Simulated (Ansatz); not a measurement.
# OTi: the cost of one run

The runs use Ansatz 0.2.0, Gaussian basis; def2-QZVPP, core rule «outside noble gas», up to 10 orbitals frozen.

The runs, in order: UHF; ROHF; CCSD(T) on UHF.

2 further runs of the same task are left out: 2 set aside as unsound or not needed.

## Step 1: The system

The geometry is a PBE0/def2-TZVP stationary point (not a proven minimum) of the parent state, kept for this charge and spin.

2 atoms, charge 0, spin multiplicity 3.

Atoms are counted from 1 here; the program's logs count them from 0.

Bond lengths: Ti1–O2 1.581 Å.

## Step 2: UHF

File in.yaml:

```yaml
crystal:
  periodic: [false, false, false]
  atoms:
    - {symbol: Ti, position_ang: [0.000000, 0.000000, 0.000000]}
    - {symbol: O, position_ang: [0.000000, 0.000000, 1.581349]}
basis:
  gaussian: {orbitals: "def2-QZVPP.json"}
magnetization: {spin_polarized: true, initial_magnetization: 2}
hamiltonian: {xc: hf}
output: {orbitals: {seedname: orbitals}}
```

Command:

```console
$ ansatz run in.yaml --threads 1 --pin off --events-out ev --progress --plain --max-ram 3968MiB --backend cpu
```

**Question.** How long does this run take on 1 thread of AMD EPYC 7R13, shared host, and how much memory does it need?

About 11 s, with a peak of 0.38 GiB.
